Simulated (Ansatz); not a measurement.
**CH6FNSi2: one species, many methods**

Aim: compute CH6FNSi2 with functionals from several rungs and with coupled cluster. The yardstick is the atomisation energy at the CCSD(T) limit.

Program: Ansatz 0.2.0, Gaussian basis. Level of theory: functionals in def2-TZVPP, the program's frozen cores in correlated methods. These are calculated values, not measurements.

The runs, in order: LDA (SPW92), PBE-D4, revPBE-D4, BLYP-D4, r2SCAN-D4, B97M-V, PBE0-D4, B3LYP-D4, r2SCANh-D4, r2SCAN0-D4, HSE06-D4, BHLYP-D4, CAM-B3LYP-D4, LC-ωPBE, ωB97X-V, ωB97M-V, B2PLYP, PBE-QIDH; CCSD(T)/def2-SVP; CCSD(T)/def2-TZVPP; MP2/def2-QZVPP; extrapolation to the limit; RPA on PBE.

**1. The relaxed structure**

The geometry comes from an earlier relaxation with PBE0-D4 in a triple-zeta def2 set; it is a stationary point, not always the lowest conformer.

SMILES `N[Si]1(F)C[SiH2]1`, 11 atoms, charge 0, spin multiplicity 1.

Atoms are counted from 1 here; the program's logs count them from 0.

Bond lengths: N1–Si2 1.694 Å, N1–H6 1.006 Å, N1–H7 1.008 Å, Si2–F3 1.602 Å, Si2–C4 1.855 Å, Si2–Si5 2.230 Å, C4–Si5 1.939 Å, C4–H8 1.090 Å, C4–H9 1.088 Å, Si5–H10 1.483 Å, Si5–H11 1.483 Å. Angles: Si2–N1–H6 121.3°, Si2–N1–H7 121.5°, H6–N1–H7 112.0°, N1–Si2–F3 114.5°, N1–Si2–C4 116.4°, N1–Si2–Si5 121.5°, F3–Si2–C4 114.0°, F3–Si2–Si5 120.6°, C4–Si2–Si5 55.8°, Si2–C4–Si5 72.0°, Si2–C4–H8 117.7°, Si2–C4–H9 119.5°, Si5–C4–H8 113.5°, Si5–C4–H9 117.3°, H8–C4–H9 111.5°, Si2–Si5–C4 52.3°, Si2–Si5–H10 122.9°, Si2–Si5–H11 123.4° and more.

**2. LDA**

This LDA is Slater exchange with PW92 correlation.

File in.yaml:

```yaml
crystal:
  periodic: [false, false, false]
  atoms:
    - {symbol: N, position_ang: [0.442455, 1.754077, 0.852686]}
    - {symbol: Si, position_ang: [0.476326, 0.071867, 0.657489]}
    - {symbol: F, position_ang: [1.108548, -0.728594, 1.893242]}
    - {symbol: C, position_ang: [-1.054869, -0.707162, -0.041581]}
    - {symbol: Si, position_ang: [0.356990, -0.869189, -1.361108]}
    - {symbol: H, position_ang: [1.266978, 2.313403, 0.712170]}
    - {symbol: H, position_ang: [-0.213143, 2.198914, 1.475537]}
    - {symbol: H, position_ang: [-1.372472, -1.663064, 0.374096]}
    - {symbol: H, position_ang: [-1.906737, -0.080162, -0.297623]}
    - {symbol: H, position_ang: [0.182877, -0.083040, -2.606937]}
    - {symbol: H, position_ang: [0.778246, -2.264251, -1.637270]}
basis:
  gaussian: {orbitals: def2-TZVPP}
hamiltonian: {xc: lda}
output: {orbitals: {seedname: orbitals}}
```

On the command line:

```sh
$ ansatz run in.yaml --threads 4 --pin off --events-out ev --progress --plain --max-ram 10444MiB
```

The runs that follow: PBE-D4 (GGA); revPBE-D4 (GGA); BLYP-D4 (GGA); r2SCAN-D4 (meta-GGA); B97M-V (meta-GGA); B3LYP-D4 (hybrid); r2SCANh-D4 (hybrid); r2SCAN0-D4 (hybrid); HSE06-D4 (hybrid); BHLYP-D4 (hybrid); CAM-B3LYP-D4 (range-separated); LC-ωPBE (range-separated); ωB97X-V (range-separated); ωB97M-V (range-separated); B2PLYP (double hybrid); PBE-QIDH (double hybrid); CCSD(T) in def2-SVP; CCSD(T) in def2-TZVPP; MP2 in def2-QZVPP; RPA on PBE orbitals.

Q: Predict the results of all the runs planned. Wanted: atomisation energy, CCSD(T)/CBS; farthest beyond LDA; mean size of error, GGA; mean size of error, meta-GGA; mean size of error, hybrid; mean size of error, range-separated; mean size of error, double hybrid; gap, smallest and largest; T1 diagnostic.

**Answer**, as computed:

```
                               quantity                                                                           value
        atomisation energy, CCSD(T)/CBS                                                                       40.707 eV
    functionals within 0.204 eV (0.5 %)  r2SCAN-D4, B97M-V, PBE0-D4, B3LYP-D4, HSE06-D4, CAM-B3LYP-D4, LC-ωPBE, ωB97M-V
                    farthest beyond LDA                                                            BHLYP-D4 (-1.191 eV)
                mean size of error, GGA                                                                        0.401 eV
           mean size of error, meta-GGA                                                                        0.094 eV
             mean size of error, hybrid                                                                        0.417 eV
    mean size of error, range-separated                                                                        0.158 eV
      mean size of error, double hybrid                                                                        0.514 eV
              gap, smallest and largest                                       4.51 eV (LDA (SPW92)), 11.20 eV (LC-ωPBE)
                          T1 diagnostic                                                                          0.0122
triples share of the correlation energy                                                                           3.7 %
```

What this shows: The LDA atomisation energy is off by 5.629 eV (14 %): it overbinds. PBE-D4 misses by +0.498 eV. Double hybrids carry the basis error of their MP2 part in triple zeta, and no dispersion term here, so their miss is partly the set-up's. The rungs meta-GGA, range-separated miss on average by less than the doubt on the reference (0.204 eV), so they tie. The reference freezes the cores and leaves out relativity and excitations past (T), so misses under about 0.204 eV can't be ranked. Hartree-Fock recovers 72 % of the binding; the rest is correlation. CCSD(T) in def2-SVP is off by -3.312 eV, worse than the median functional, from the basis alone. Orbital gaps span 4.5 to 11.2 eV; exact exchange widens them.
